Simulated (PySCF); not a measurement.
# AlSiNH6O (SMILES O[SiH2][NH][AlH2]): levels of theory compared

Aim: a comparison of 6 runs (HF/STO-3G, B3LYP/6-31G*, PBE0/6-31G*, SVWN5/6-31G*, wB97M-V/6-31G*, SCS-MP2/6-31G*) of AlSiNH6O. The job is set up through a Python script.

The results are computed with PySCF 2.14.0.

2 further runs of the same task are left out: 2 set aside as unsound or not needed. Runs told in other sessions of the task aren't counted.

**1. The molecule**

AlSiNH6O: 10 atoms, total charge 0, spin state singlet. SMILES: `O[SiH2][NH][AlH2]`. The N3–H8 distance was set to 1.317 Å, away from the relaxed value.

Bond lengths: O1–Si2 1.650 Å, Si2–N3 1.711 Å, N3–Al4 1.785 Å, O1–H5 0.958 Å, Si2–H6 1.486 Å, Si2–H7 1.491 Å, Al4–H9 1.580 Å, Al4–H10 1.583 Å. Some angles: O1–Si2–N3 109.6°, Si2–N3–Al4 128.8°, O1–Si2–H6 111.3°, O1–Si2–H7 107.7°, N3–Si2–H6 106.5°, N3–Si2–H7 112.1°, Si2–O1–H5 117.1°, N3–Al4–H9 118.3°, N3–Al4–H10 117.3°, H6–Si2–H7 109.7°. A long bond or contact: N3–H8 1.317 Å.

**2. A single-point energy at HF/STO-3G (run 1)**

Contents of job.py:

```python
from pyscf import gto

mol = gto.Mole()
mol.atom = '''
O     -1.957252    -0.470114    -0.905696
Si    -0.716452     0.597586    -0.700796
N      0.553448    -0.158614     0.160404
Al     1.093448     0.128886     1.837104
H     -2.539652    -0.324214    -1.652296
H     -1.140052     1.767486     0.111304
H     -0.282652     1.054986    -2.052396
H      1.159400    -1.127800    -0.493000
H      0.368548     1.254286     2.676004
H      2.285548    -0.760514     2.379504
'''
mol.spin = 0
mol.max_memory = 1860
mol.charge = 0
mol.verbose = 3
mol.basis = 'sto-3g'
mol.build()

calc0 = mol.RHF()
calc0.conv_tol = 1e-10
calc0.kernel()
if not calc0.converged:
    calc0 = calc0.newton().run(calc0.mo_coeff, calc0.mo_occ)

etot = calc0.e_tot
print('Final energy', etot)
```

The run is started by

```sh
$ OMP_NUM_THREADS=1 python job.py
```

Output:

```text
converged SCF energy = -655.686030380933
Final energy -655.6860303809328
```

It took 0.76 s on 1 thread of Arm Neoverse V2, shared host; peak memory 0.12 GiB.

**3. The energy at B3LYP/6-31G(d) (spherical functions) (run 2)**

Contents of run.py:

```python
from pyscf import gto, dft

mol = gto.Mole()
mol.atom = '''
O   -1.957252  -0.470114  -0.905696
Si  -0.716452   0.597586  -0.700796
N    0.553448  -0.158614   0.160404
Al   1.093448   0.128886   1.837104
H   -2.539652  -0.324214  -1.652296
H   -1.140052   1.767486   0.111304
H   -0.282652   1.054986  -2.052396
H    1.159400  -1.127800  -0.493000
H    0.368548   1.254286   2.676004
H    2.285548  -0.760514   2.379504
'''
mol.max_memory = 1860
mol.spin = 0
mol.basis = '6-31g*'
mol.verbose = 3
mol.charge = 0
mol.build()

mf = dft.RKS(mol)
mf.xc = 'b3lyp'
mf.grids.level = 5
mf.conv_tol = 1e-10
mf.kernel()
if not mf.converged:
    mf = mf.newton().run(mf.mo_coeff, mf.mo_occ)

etot = mf.e_tot
print('E = %.10f Eh' % etot)
```

The run is started by

```sh
$ OMP_NUM_THREADS=1 python run.py
```

Output:

```text
converged SCF energy = -665.547807183388
E = -665.5478071834 Eh
```

It took 19 s on 1 thread of Arm Neoverse V2, shared host; peak memory 0.4 GiB.

Runs 3 to 4 aren't shown in full; the table further down has their settings and results.

**4. The energy at wB97M-V/6-31G(d) (spherical functions) (run 5)**

Contents of calc.py:

```python
from pyscf import gto, dft

molecule = gto.M(
    atom='''
O       -1.957252      -0.470114      -0.905696
Si      -0.716452       0.597586      -0.700796
N        0.553448      -0.158614       0.160404
Al       1.093448       0.128886       1.837104
H       -2.539652      -0.324214      -1.652296
H       -1.140052       1.767486       0.111304
H       -0.282652       1.054986      -2.052396
H        1.159400      -1.127800      -0.493000
H        0.368548       1.254286       2.676004
H        2.285548      -0.760514       2.379504
''',
    max_memory=1860,
    spin=0,
    verbose=4,
    charge=0,
    basis='6-31g*',
)

mf = dft.RKS(molecule, xc='wb97m-v')
mf.nlcgrids.level = 1
mf.conv_tol = 1e-10
mf.grids.level = 5
mf.kernel()
if not mf.converged:
    mf = mf.newton().run(mf.mo_coeff, mf.mo_occ)

etot = mf.e_tot
print('Final energy', etot)
```

The run is started by

```sh
$ OMP_NUM_THREADS=1 python calc.py
```

Output:

```text
PySCF version 2.14.0

[... 90 lines left out ...]
converged SCF energy = -665.415254904841
Final energy -665.415254904841
```

Wall time 1.8 min (1 thread of Arm Neoverse V2, shared host); peak memory 0.44 GiB.

**5. The energy at SCS-MP2/6-31G(d) (spherical functions) (run 6)**

Contents of run.py:

```python
from pyscf import gto, mp

mol = gto.M(
    atom=[
    ('O', (-1.957252, -0.470114, -0.905696)),
    ('Si', (-0.716452, 0.597586, -0.700796)),
    ('N', (0.553448, -0.158614, 0.160404)),
    ('Al', (1.093448, 0.128886, 1.837104)),
    ('H', (-2.539652, -0.324214, -1.652296)),
    ('H', (-1.140052, 1.767486, 0.111304)),
    ('H', (-0.282652, 1.054986, -2.052396)),
    ('H', (1.159400, -1.127800, -0.493000)),
    ('H', (0.368548, 1.254286, 2.676004)),
    ('H', (2.285548, -0.760514, 2.379504)),
],
    charge=0,
    verbose=4,
    max_memory=1860,
    spin=0,
    basis='6-31g*',
)

myscf = mol.RHF()
myscf.conv_tol = 1e-10
myscf.kernel()
if not myscf.converged:
    myscf = myscf.newton().run(myscf.mo_coeff, myscf.mo_occ)

pt = mp.MP2(myscf, frozen=12).run()
e_final = myscf.e_tot + 1.2 * pt.e_corr_os + pt.e_corr_ss / 3
print(f'total energy: {e_final:.8f} hartree')
```

The run is started by

```sh
$ OMP_NUM_THREADS=1 python run.py
```

Output:

```text
PySCF version 2.14.0

[... 66 lines left out ...]
converged SCF energy = -663.661191035623
[... 1 line left out ...]
******** <class 'pyscf.mp.mp2.RMP2'> ********
nocc = 12, nmo = 64
frozen orbitals 12
E(RMP2) = -664.14054840725  E_corr = -0.479357371626965
E(SCS-RMP2) = -664.136838902927  E_corr = -0.475647867304191
E_corr(same-spin) = -0.114901129209424
E_corr(oppo-spin) = -0.364456242417542
total energy: -664.13683890 hartree
```

Wall time 1.8 s (1 thread of Arm Neoverse V2, shared host); peak memory 0.17 GiB.

**6. The series**

```tsv
run	level	integration grid	nlc grid	energy (Eh)	dipole moment (D) of the reference	HOMO energy (eV)	LUMO energy (eV)	wall time
1	HF/STO-3G	–	–	-655.686030	0.97	-7.48	9.56	0.76 s
2	B3LYP/6-31G* (spherical functions)	5	–	-665.547807	1.61	-7.45	-0.93	19 s
3	PBE0/6-31G* (spherical functions)	5	–	-665.114215	1.60	-7.72	-0.74	18 s
4	SVWN5/6-31G* (spherical functions)	5	–	-662.258740	1.78	-6.47	-1.68	13 s
5	wB97M-V/6-31G* (spherical functions)	5	1	-665.415255	1.57	-10.01	0.86	1.8 min
6	SCS-MP2/6-31G* (spherical functions)	–	–	-664.136839	1.48	-11.07	1.88	1.8 s
```

**7. Summary of results**

```
                                           quantity          value
                                run 6: total energy  -664.13684 Eh
        run 6: dipole moment (Hartree–Fock density)         1.48 D
         run 6: HOMO energy (Hartree–Fock orbitals)      -11.07 eV
         run 6: LUMO energy (Hartree–Fock orbitals)        1.88 eV
       run 6: HOMO–LUMO gap (Hartree–Fock orbitals)       12.95 eV
run 6: correlation energy (12 core orbitals frozen)     -475.6 mEh
```

**Reading.** Over runs 1, 2, 3, 4, 5 the dipole moment (its size) runs from 0.97 D (HF/STO-3G) to 1.78 D (SVWN5/6-31G*). The two ends differ in method and basis. Over runs 1, 2, 3, 4, 5 the HOMO–LUMO gap runs from 4.79 eV (SVWN5/6-31G*) to 17.04 eV (HF/STO-3G). Totals of different functionals can't be ranked against each other. In run 1 the basis is minimal, so the values are rough. All runs together took 2.6 min, the longest 1.8 min.
